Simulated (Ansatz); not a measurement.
# C2H4SSi: the cost of one run

All numbers are computed with Ansatz 0.2.0, driven from Python. Level of theory: r2SCAN/def2-SVP.

## Step 1: The system

Bond lengths: C1–C2 1.267 Å, C2–Si3 1.696 Å, C2–S4 1.654 Å, Si3–S4 2.329 Å, C1–H5 1.146 Å, C1–H6 1.110 Å, Si3–H7 1.543 Å, Si3–H8 1.438 Å. Angles: C1–C2–Si3 140.7°, C1–C2–S4 131.1°, Si3–C2–S4 88.1°, C2–C1–H5 121.2°, C2–C1–H6 126.8°, H5–C1–H6 111.9°, C2–Si3–S4 45.2°, C2–Si3–H7 119.1°, C2–Si3–H8 122.4°, S4–Si3–H7 100.7°, S4–Si3–H8 105.4°, H7–Si3–H8 113.9°, C2–S4–Si3 46.7°.

Input file c2h4ssi.xyz:

```xyz
8

C    -0.59320    1.33040   -0.23560
C    -0.15030    0.14420   -0.28600
Si    0.57460   -1.02960    0.70040
S     0.02050   -0.89950   -1.55830
H    -1.06740    1.82620   -1.15330
H    -0.64130    1.98460    0.65970
H     2.09880   -1.24930    0.60950
H    -0.14940   -2.16410    1.20770
```

## Step 2: The code

run_tae.py reads:

```python
"""Atomisation energy of C2H4SSi at the given geometry."""

from collections import Counter

import ansatz as az


def single_point(molecule, charge=0, unpaired=0):
    calc = molecule.calculation().basis(gaussian="def2-SVP").functional("r2scan")
    if charge:
        calc = calc.charge(charge)
    if unpaired:
        calc = calc.spin("collinear", total=unpaired)
    return calc.run(threads=1, backend="cpu").report["free_energy_ev"]


def main() -> None:
    system = az.Crystal.molecule_from_extxyz("c2h4ssi.xyz")

    # Hund ground states
    unpaired = {"C": 2, "Si": 2, "S": 2, "H": 1}
    counts = Counter(site.symbol for site in system.cartesian_sites)
    atom_energy = {s: single_point(az.Crystal.molecule().atom(s, (0, 0, 0)), 0, unpaired[s]) for s in counts}
    whole = single_point(system, 0, 0)
    for s, e in atom_energy.items():
        print(f"{s:2s} x{counts[s]}  {e:14.5f} eV")
    print(f"C2H4SSi: {whole:.5f} eV")
    split = sum(counts[s] * e for s, e in atom_energy.items()) - whole
    print(f"atomisation energy (no zero-point term): {23.060548 * split:.1f} kcal/mol, {split / sum(counts.values()):.3f} eV an atom")


if __name__ == "__main__":
    main()
```

## Step 3: The calls as engine input

The engine receives this input (first run):

```yaml
crystal:
  periodic: [false, false, false]
  atoms:
    - { symbol: C, position_ang: [0.0, 0.0, 0.0] }
basis:
  gaussian:
    orbitals: def2-SVP
hamiltonian:
  xc: r2scan
magnetization:
  spin_polarized: true
  initial_magnetization: 2.0
```

## Step 4: Launch

On the command line:

```bash
python run_tae.py
```

Q: Estimate wall time and peak memory on 1 thread of Arm Neoverse V2, shared host.

About 7.8 s, with a peak of 0.19 GiB.
